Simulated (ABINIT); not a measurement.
# Si2Te (P6/mmm) in ABINIT: further runs

Runs on Si2Te. Level: PBE. Tasks: band structure.

Program: ABINIT 10.8.3 (patched build). These are calculated values, not measurements. Logs are shortened: lines on timing, memory, paths and dates and some standing lists are left out, and cuts for length are marked. The log counts tension as positive stress, the text compression.

### Step 1. Starting point

Symmetry: P6/mmm, No. 191, hexagonal system. Conventional cell: a = 4.170 Å, b = 4.170 Å, c = 4.263 Å, α = 90.00°, β = 90.00°, γ = 120.00°. Si (site symmetry -6m2) has 3 Si at 2.41 Å as nearest neighbours. Te (site symmetry 6/mmm) has 12 Si at 3.22 Å as nearest neighbours.

The cell was built by a generator and needn't be a form met in nature.

### Step 2. Band structure, PBE

run.abi

```
# Datasets: ground state, then fixed potential
ndtset 2

# Pseudopotentials
pp_dirpath "./"
pseudos "Si.upf, Te.upf"

# Structure
acell 3*1.0
rprim
     7.8810272137     0.0000000000     0.0000000000
    -3.9405136069     6.8251805361     0.0000000000
     0.0000000000     0.0000000000     8.0563749008
ntypat 2
znucl 14 52
natom 3
typat 1 1 2
xcart
    -0.0000208523     2.4078320391     2.1316250000
     2.0852508523     1.2038979609     2.1316250000
     0.0000000000     0.0000000000     0.0000000000 Angstrom

# Plane-wave basis
ecut 40.0

# Exchange and correlation
ixc 11

# Bands and occupations
occopt 3
tsmear 0.00183747

# SCF cycle
nstep 100

# Output
iomode 3
prtwf 0
prteig 0
prtebands 0
enunit 1
prtden1 1
prtvha1 1
prtvclmb1 1
prtpot1 1
prtelf1 1

# Dataset 1
kptopt1 1
ngkpt1 7 7 6
nshiftk1 1
shiftk1 0.0 0.0 0.0
nband1 16
tolvrs1 1.0e-10

# Dataset 2: bands along G-M-K-G-A-L-H-A
iscf2 -2
getden2 1
nband2 22
nbdbuf2 4
tolwfr2 1.0e-11
kptopt2 -7
ndivsm2 6
prteig2 1
prtvol2 -3
kptbounds2
     0.0000000000     0.0000000000     0.0000000000
     0.5000000000     0.0000000000     0.0000000000
     0.3333333333     0.3333333333     0.0000000000
     0.0000000000     0.0000000000     0.0000000000
     0.0000000000     0.0000000000     0.5000000000
     0.5000000000     0.0000000000     0.5000000000
     0.3333333333     0.3333333333     0.5000000000
     0.0000000000     0.0000000000     0.5000000000
```

Potentials or basis: PseudoDojo NC SR PBE v0.4.1 standard.

Command:

```sh
$ abinit run.abi > log 2>&1
```

run.abo:

```text
.Version 10.8.3 of ABINIT
 DATASET    1 : space group Cm m m (# 65); Bravais oC (1-face-center ortho.)
================================================================================
 Values of the parameters that define the memory need for DATASET  1.
     intxc =       0    ionmov =       0      iscf =       7    lmnmax =       6
     lnmax =       6     mgfft =      48  mpssoang =       3    mqgrid =    3001
     natom =       3  nloc_mem =       1    nspden =       1   nspinor =       1
    nsppol =       1      nsym =       8    n1xccc =    2501    ntypat =       2
    occopt =       3   xclevel =       2
       mpw =        5261          nfft =      110592          nkpt =          64
================================================================================
================================================================================

 DATASET    2 : space group Cm m m (# 65); Bravais oC (1-face-center ortho.)
================================================================================
 Values of the parameters that define the memory need for DATASET  2.
     intxc =       0    ionmov =       0      iscf =      -2    lmnmax =       6
     lnmax =       6     mgfft =      48  mpssoang =       3    mqgrid =    3001
     natom =       3  nloc_mem =       1    nspden =       1   nspinor =       1
    nsppol =       1      nsym =       8    n1xccc =    2501    ntypat =       2
    occopt =       3   xclevel =       2
       mpw =        5285          nfft =      110592          nkpt =          66
================================================================================
================================================================================

--------------------------------------------------------------------------------
------------- Echo of variables that govern the present computation ------------
--------------------------------------------------------------------------------
 -outvars: echo values of preprocessed input variables --------
            acell      7.8810318734E+00  7.8810318734E+00  8.0563749008E+00 Bohr
              amu      2.80855000E+01  1.27600000E+02
             ecut      4.00000000E+01 Hartree
           enunit           1
           getden1          0
           getden2          1
             iscf1          7
             iscf2         -2
              ixc          11
           jdtset        1    2
           kptopt1          1
           kptopt2         -7
         kptrlatt        7    0    0      0    7    0      0    0    6
          kptrlen1     4.83382494E+01
          kptrlen2     3.00000000E+01
            natom           3
            nband1         16
            nband2         22
           nbdbuf1          0
           nbdbuf2          4
           ndtset           2
           ndivsm1          0
           ndivsm2          6
            ngfft          48      48      48
             nkpt1         64
             nkpt2         66
            nstep         100
             nsym           8
           ntypat           2
           occopt           3
        prtebands           0
           prteig1          0
           prteig2          1
           prtelf1          1
           prtelf2          0
           prtpot1          1
           prtpot2          0
         prtvclmb1          1
         prtvclmb2          0
           prtvha1          1
           prtvha2          0
           prtvol1          0
           prtvol2         -3
            prtwf           0
            rprim      1.0000000000E+00  1.0240864497E-06  0.0000000000E+00
                      -5.0000029563E-01  8.6602523310E-01  0.0000000000E+00
                       0.0000000000E+00  0.0000000000E+00  1.0000000000E+00
           shiftk1     0.00000000E+00  0.00000000E+00  0.00000000E+00
           shiftk2     5.00000000E-01  5.00000000E-01  5.00000000E-01
          spgroup          65
           tolvrs1     1.00000000E-10
           tolvrs2     0.00000000E+00
           tolwfr1     0.00000000E+00
           tolwfr2     1.00000000E-11
           tsmear      1.83747000E-03 Hartree
            typat      1  1  2
           xangst     -2.1674976364E-05  2.4078306142E+00  2.1316249986E+00
                       2.0852516735E+00  1.2038993833E+00  2.1316249986E+00
                       0.0000000000E+00  0.0000000000E+00  0.0000000000E+00
            xcart     -4.0959769113E-05  4.5501404184E+00  4.0281874504E+00
                       3.9405545666E+00  2.2750401177E+00  4.0281874504E+00
[... 212 lines left out ...]
 Unit cell volume ucvol=  4.3334784E+02 bohr^3
 Angles (23,13,12)=  9.00000000E+01  9.00000000E+01  1.19999961E+02 degrees

 getcut: wavevector=  0.0000  0.0000  0.0000  ngfft=  48  48  48
         ecut(hartree)=     40.000   => boxcut(ratio)=   2.09270
--------------------------------------------------------------------------------

================================================================================
 Non-SCF case, kpt    1 (  0.00000  0.00000  0.00000), residuals and eigenvalues=
  1.79E-12  8.77E-12  3.81E-12  5.83E-12  3.45E-12  7.38E-12  7.97E-12  1.32E-12
  4.91E-12  4.99E-12  4.60E-12  2.29E-12  5.53E-12  1.45E-12  1.42E-12  6.72E-12
  9.80E-12  9.59E-12  1.14E-07  4.19E-07  1.93E-05  7.81E-04
 -1.1362E+00 -1.1358E+00 -1.1358E+00 -1.1350E+00 -1.1350E+00 -2.7004E-01
 -6.3457E-02  5.8760E-02  1.3505E-01  1.3506E-01  1.5098E-01  1.5098E-01
  1.7992E-01  3.1303E-01  3.5776E-01  3.9602E-01  3.9603E-01  4.0683E-01
  5.0510E-01  5.0511E-01  5.4623E-01  5.5408E-01
 Non-SCF case, kpt    2 (  0.05000  0.00000  0.00000), residuals and eigenvalues=
  6.11E-12  2.57E-12  7.12E-12  6.94E-12  5.47E-12  5.34E-12  9.05E-12  5.27E-12
  5.07E-12  7.71E-12  9.92E-12  5.17E-12  6.70E-12  4.13E-12  2.07E-12  8.15E-12
  7.40E-12  7.83E-12  1.05E-07  7.67E-08  5.81E-05  6.40E-05
 -1.1362E+00 -1.1358E+00 -1.1358E+00 -1.1350E+00 -1.1349E+00 -2.6912E-01
 -6.4025E-02  5.9757E-02  1.1626E-01  1.2512E-01  1.5539E-01  1.6195E-01
[... 500 lines left out ...]
  8.37E-12  4.26E-12  3.90E-12  7.85E-12  6.80E-12  4.54E-12  7.87E-12  3.24E-12
  1.38E-12  7.32E-12  2.25E-12  3.92E-12  2.38E-12  1.72E-04
 -1.1362E+00 -1.1358E+00 -1.1358E+00 -1.1349E+00 -1.1349E+00 -2.0971E-01
 -1.9283E-01  1.3346E-01  1.4294E-01  1.7308E-01  1.9490E-01  2.1060E-01
  2.1202E-01  2.1854E-01  2.7106E-01  2.7882E-01  3.2821E-01  3.9654E-01
  4.0646E-01  4.9712E-01  5.2356E-01  7.8660E-01
 Non-SCF case, kpt   66 (  0.00000  0.00000  0.50000), residuals and eigenvalues=
  3.55E-12  1.38E-12  1.17E-12  3.88E-12  9.95E-13  4.85E-12  9.77E-12  9.85E-12
  8.08E-12  7.27E-12  3.35E-12  6.73E-12  3.97E-12  3.30E-12  4.14E-12  3.35E-12
  3.84E-12  3.30E-12  6.35E-12  6.86E-12  6.62E-12  9.24E-05
 -1.1362E+00 -1.1358E+00 -1.1358E+00 -1.1349E+00 -1.1349E+00 -2.1031E-01
 -1.9375E-01  1.4496E-01  1.4497E-01  1.9623E-01  1.9623E-01  1.9626E-01
  2.0051E-01  2.2008E-01  2.6726E-01  2.6727E-01  3.3732E-01  3.9353E-01
  3.9353E-01  4.9544E-01  5.2198E-01  7.9958E-01

--- !ResultsGS
iteration_state: {dtset: 2, }
comment   : Summary of ground state results
lattice_vectors:
- [  7.8810319,   0.0000081,   0.0000000, ]
- [ -3.9405183,   6.8251725,   0.0000000, ]
- [  0.0000000,   0.0000000,   8.0563749, ]
lattice_lengths: [   7.88103,    7.88103,    8.05637, ]
lattice_angles: [ 90.000,  90.000, 120.000, ] # degrees, (23, 13, 12)
lattice_volume:   4.3334784E+02
convergence: {deltae:  0.000E+00, res2:  0.000E+00, residm:  9.946E-12, diffor:  0.000E+00, }
etotal    :  -1.13274764E+02
entropy   :   0.00000000E+00
fermie    :   2.26386370E-01
cartesian_stress_tensor: null
pressure_GPa: null
xred      :
- [  3.3333E-01,   6.6667E-01,   5.0000E-01, Si]
- [  6.6667E-01,   3.3333E-01,   5.0000E-01, Si]
- [  0.0000E+00,   0.0000E+00,   0.0000E+00, Te]
cartesian_forces: null
force_length_stats: {min: null, max: null, mean: null, }
...

 Integrated electronic density in atomic spheres:
 ------------------------------------------------
 Atom  Sphere_radius  Integrated_density
    1        2.00000          1.66206805
    2        2.00000          1.66206805
    3        2.00000         11.91570038
================================================================================

 ----iterations are completed or convergence reached----

 Mean square residual over all n,k,spin=   47.398E-13; max=  99.457E-13
 reduced coordinates (array xred) for    3 atoms
       0.333329999887      0.666670000113      0.500000000000
       0.666670000113      0.333329999887      0.500000000000
       0.000000000000      0.000000000000      0.000000000000

 cartesian coordinates (angstrom) at end:
    1     -0.00002167497636     2.40783061420863     2.13162499855102
    2      2.08525167353346     1.20389938334397     2.13162499855102
    3      0.00000000000000     0.00000000000000     0.00000000000000
 length scales=  7.881031873416  7.881031873416  8.056374900800 bohr
              =  4.170462462983  4.170462462983  4.263249997102 angstroms
 Eigenvalues (   eV  ) for nkpt=  66  k points:
 kpt#   1, nband= 22, wtk=  1.00000, kpt=  0.0000  0.0000  0.0000 (reduced coord)
 -30.91821  -30.90603  -30.90602  -30.88357  -30.88357   -7.34813   -1.72676    1.59893
   3.67488    3.67519    4.10825    4.10839    4.89592    8.51797    9.73504   10.77637
  10.77660   11.07049   13.74449   13.74472   14.86369   15.07718
 kpt#   2, nband= 22, wtk=  1.00000, kpt=  0.0500  0.0000  0.0000 (reduced coord)
 -30.91818  -30.90605  -30.90603  -30.88356  -30.88351   -7.32321   -1.74221    1.62607
   3.16347    3.40464    4.22841    4.40687    5.28323    8.63892    9.63840   10.66188
  10.75857   10.90329   13.55663   13.75143   15.07024   15.21386
 kpt#   3, nband= 22, wtk=  1.00000, kpt=  0.1000  0.0000  0.0000 (reduced coord)
 -30.91810  -30.90611  -30.90605  -30.88356  -30.88334   -7.24872   -1.79209    1.70737
   2.42001    3.02539    4.22726    4.86713    6.02059    8.98387    9.35611   10.36894
  10.49971   10.71760   13.20298   13.93061   14.76902   15.56834
 kpt#   4, nband= 22, wtk=  1.00000, kpt=  0.1500  0.0000  0.0000 (reduced coord)
 -30.91798  -30.90620  -30.90608  -30.88355  -30.88309   -7.12557   -1.88712    1.70600
   1.84238    2.67101    4.18970    5.34505    6.76672    8.89864    9.43239   10.05299
  10.09516   10.68579   12.84347   14.32228   14.45469   16.03205
 kpt#   5, nband= 22, wtk=  1.00000, kpt=  0.2000  0.0000  0.0000 (reduced coord)
[... 233 lines left out ...]
   3.33522    3.46634    4.96994    5.28865    6.55588    7.01746    8.17962    8.34632
   8.91940   11.40149   12.68558   13.90384   14.61181   20.03932
 kpt#  64, nband= 22, wtk=  1.00000, kpt=  0.0556  0.0556  0.5000 (reduced coord)
 -30.91634  -30.90655  -30.90650  -30.88352  -30.88332   -5.65823   -5.17231    3.02062
   3.69569    4.07813    5.18596    5.45117    6.18907    6.50954    7.72402    8.21490
   8.51263   11.02915   11.79963   13.66612   14.37950   20.76055
 kpt#  65, nband= 22, wtk=  1.00000, kpt=  0.0278  0.0278  0.5000 (reduced coord)
 -30.91642  -30.90649  -30.90648  -30.88352  -30.88347   -5.70655   -5.24712    3.63173
   3.88947    4.70967    5.30343    5.73079    5.76928    5.94680    7.37589    7.58720
   8.93114   10.79038   11.06037   13.52725   14.24682   21.40458
 kpt#  66, nband= 22, wtk=  1.00000, kpt=  0.0000  0.0000  0.5000 (reduced coord)
 -30.91644  -30.90648  -30.90647  -30.88352  -30.88352   -5.72287   -5.27209    3.94449
   3.94482    5.33972    5.33978    5.34043    5.45621    5.98858    7.27250    7.27282
   9.17887   10.70841   10.70855   13.48162   14.20371   21.75770

== END DATASET(S) ==============================================================
================================================================================

 -outvars: echo values of variables after computation  --------
            acell      7.8810318734E+00  7.8810318734E+00  8.0563749008E+00 Bohr
           etotal1    -1.1327476446E+02
            fcart1     6.4760738894E-06 -3.7389571081E-06 -0.0000000000E+00
                      -6.4760738894E-06  3.7389571081E-06 -0.0000000000E+00
                      -0.0000000000E+00 -0.0000000000E+00 -0.0000000000E+00
            rprim      1.0000000000E+00  1.0240864497E-06  0.0000000000E+00
                      -5.0000029563E-01  8.6602523310E-01  0.0000000000E+00
                       0.0000000000E+00  0.0000000000E+00  1.0000000000E+00
           strten1     9.0478580302E-06  8.9920243934E-06 -7.5595474383E-06
                       0.0000000000E+00  0.0000000000E+00 -4.8353195405E-08
           xangst     -2.1674976364E-05  2.4078306142E+00  2.1316249986E+00
                       2.0852516735E+00  1.2038993833E+00  2.1316249986E+00
                       0.0000000000E+00  0.0000000000E+00  0.0000000000E+00
             xred      3.3332999989E-01  6.6667000011E-01  5.0000000000E-01
                       6.6667000011E-01  3.3332999989E-01  5.0000000000E-01
                       0.0000000000E+00  0.0000000000E+00  0.0000000000E+00
 Calculation completed.
```

Run time: 4.2 min. Hardware: 1 thread of Arm Neoverse V2, shared host; peak memory 0.19 GiB.

Results:

```
Free energy                                           : -3082.3634 eV
Pressure                                              : -0.1 GPa
Band gap on the k mesh                                : none (metal or under the smearing width)
Valence electrons inside the program's atomic spheres : Si 1.66; Te 11.92
```

Stress tensor (GPa, compression positive):
```
-0.27  0.00  0.00
 0.00 -0.26  0.00
 0.00  0.00  0.22
```

Levels at the corners of the path, in eV from the Fermi level:
```tsv
point	band 9	band 10	band 11	band 12	band 13	band 14	band 15	band 16
Γ	-2.49	-2.49	-2.05	-2.05	-1.26	2.36	3.57	4.62
M	-4.70	-2.39	-1.41	-1.16	-0.02	0.95	2.58	5.42
K	-3.14	-1.86	-0.93	-0.93	-0.31	-0.31	2.95	2.95
Γ	-2.49	-2.49	-2.05	-2.05	-1.26	2.36	3.57	4.62
A	-2.22	-0.82	-0.82	-0.82	-0.70	-0.17	1.11	1.11
L	-5.62	-3.52	-2.72	-1.92	-0.34	4.28	4.67	7.18
H	-6.42	-4.74	-4.74	0.97	3.57	3.57	3.74	3.74
A	-2.22	-0.82	-0.82	-0.82	-0.70	-0.17	1.11	1.11
```

Caveat: spin-orbit coupling is left out, which moves the levels of the heavy elements.

(Continued in part 2 of 2.)
